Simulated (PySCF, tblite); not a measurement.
# C6H8NPSi: infrared bands and NMR shifts

What infrared bands and NMR shifts should C6H8NPSi (`C#Cc1cpc([SiH3])n1C`) show?

Computed with tblite 0.8.0 and PySCF 2.14.0, with density-fitted response routines of our own, on a single molecule in the gas phase. Atoms count from 0, in the outputs and in this text.

**1. Starting geometry**

17 atoms, charge 0, multiplicity 1; geometry from: GFN2-xTB.

Bonds of the start (Å): C0–C1 1.20, C1–C2 1.41, C2–C3 1.38, C3–P4 1.75, P4–C5 1.74, C5–Si6 1.88, C5–N7 1.36, N7–C8 1.44, N7–C2 1.36, C0–H9 1.05, C3–H10 1.08, Si6–H11 1.47, Si6–H12 1.47, Si6–H13 1.46, C8–H14 1.09, C8–H15 1.09, C8–H16 1.09.

**2. Infrared spectrum with GFN2-xTB**

The job: settings as JSON, then the geometry in Å.

```
{"job": {"kind": "ir", "xc": "GFN2-xTB", "basis": "xTB"}, "charge": 0, "multiplicity": 1}
C      3.463303    -0.826824     0.109859
C      2.432677    -0.229691    -0.052846
C      1.250490     0.504266    -0.251095
C      1.189157     1.806133    -0.696007
P     -0.458960     2.374444    -0.802623
C     -1.006731     0.820130    -0.240201
Si    -2.808015     0.364871     0.022526
N      0.020837    -0.032891    -0.009108
C     -0.150911    -1.371855     0.486269
H      4.364462    -1.345111     0.247798
H      2.060127     2.386548    -0.942592
H     -2.987078    -0.156956     1.384267
H     -3.198582    -0.689231    -0.924741
H     -3.602662     1.568593    -0.186917
H      0.750454    -1.948222     0.277019
H     -0.321218    -1.366962     1.566388
H     -1.004349    -1.845212     0.002095
```

**Question.** This job is followed by: GIAO PBE0/pcSseg-1 NMR shielding, non-relativistic, gas phase. Predict these results of the whole session: strongest single infrared mode (GFN2-xTB); zero-point energy (GFN2-xTB); ¹³C shifts against TMS (PBE0/pcSseg-1); ¹H shifts against TMS (PBE0/pcSseg-1, means over atoms taken as alike); ³¹P shifts against H3PO4 (PBE0/pcSseg-1); ²⁹Si shifts against TMS (PBE0/pcSseg-1); ¹⁵N shifts against NH3 (PBE0/pcSseg-1).

As calculated:

| quantity | value |
| --- | --- |
| strongest single infrared mode (GFN2-xTB) | 2198 cm⁻¹, 402 km/mol |
| zero-point energy (GFN2-xTB) | 72.2 kcal/mol |
| ¹³C shifts against TMS (PBE0/pcSseg-1) | 164.7, 150.7, 133.9, 94.4, 80.2, 38.7 ppm |
| ¹H shifts against TMS (PBE0/pcSseg-1, means over atoms taken as alike) | 8.05, 4.68, 4.15, 3.37 ppm |
| ³¹P shifts against H3PO4 (PBE0/pcSseg-1) | 176.5 ppm |
| ²⁹Si shifts against TMS (PBE0/pcSseg-1) | -85.7 ppm |
| ¹⁵N shifts against NH3 (PBE0/pcSseg-1) | 211.6 ppm |

**Reading.** No mode is imaginary among the 45: a minimum at this level. The strongest single mode, at 2198 cm⁻¹, moves mainly H12. GFN2-xTB is a fitted tight-binding method: band positions and strengths are rough. Its intensities can rank the bands wrongly. At PBE0/pcSseg-1: Shielding is most anisotropic at P4 (span 448 ppm, paramagnetic term -826 ppm). NICS(1)zz of -27 ppm above the planar ring from C2 marks a diatropic (aromatic) ring current.
